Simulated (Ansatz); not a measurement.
# CH4BClO: the cost of one run

Program: Ansatz 0.2.0. Level of theory: RHF/6-31G*. These are calculated values, not measurements.

### 1 The structure to begin with

Bond lengths: B1–C2 1.600 Å, C2–H3 1.110 Å, C2–H4 1.110 Å, C2–H5 1.110 Å, B1–Cl6 1.860 Å, B1–O7 1.410 Å, O7–H8 1.010 Å. Angles: B1–C2–H3 109.5°, B1–C2–H4 109.5°, B1–C2–H5 109.5°, H3–C2–H4 109.4°, H3–C2–H5 109.4°, H4–C2–H5 109.4°, C2–B1–Cl6 120.0°, C2–B1–O7 120.0°, Cl6–B1–O7 120.0°, B1–O7–H8 109.5°.

As a file:

```xyz
8

B     0.0000    0.0000    0.0000
C     0.0000    0.0000    1.6000
H    -0.9996   -0.3092    1.9705
H     0.7676   -0.7111    1.9705
H     0.2320    1.0203    1.9705
Cl    1.6108    0.0000   -0.9300
O    -1.2211    0.0000   -0.7050
H    -1.7308   -0.8467   -0.4965
```

### 2 Relaxing the start

Input file input.yaml:

```yaml
crystal:
  periodic: [false, false, false]
  atoms:
    - { symbol: B, position_ang: [0.0, 0.0, 0.0] }
    - { symbol: C, position_ang: [0.0, 0.0, 1.6] }
    - { symbol: H, position_ang: [-0.9996, -0.3092, 1.9705] }
    - { symbol: H, position_ang: [0.7676, -0.7111, 1.9705] }
    - { symbol: H, position_ang: [0.232, 1.0203, 1.9705] }
    - { symbol: Cl, position_ang: [1.6108, 0.0, -0.93] }
    - { symbol: O, position_ang: [-1.2211, 0.0, -0.705] }
    - { symbol: H, position_ang: [-1.7308, -0.8467, -0.4965] }
basis:
  gaussian: { orbitals: "6-31G*" }
hamiltonian:
  xc: hf
relax:
  f_tol: 0.02
  max_steps: 40
output:
  orbitals: {}
```

The run is started by

```console
ansatz run input.yaml --threads 1 --pin off --max-ram 2048MiB --backend cpu --events-out ev --progress --plain --runs-dir out
```

**Question.** How long does this run take on 1 thread of Arm Neoverse V1, shared host, and how much memory does it need?

About 17 s, with a peak of 0.15 GiB.
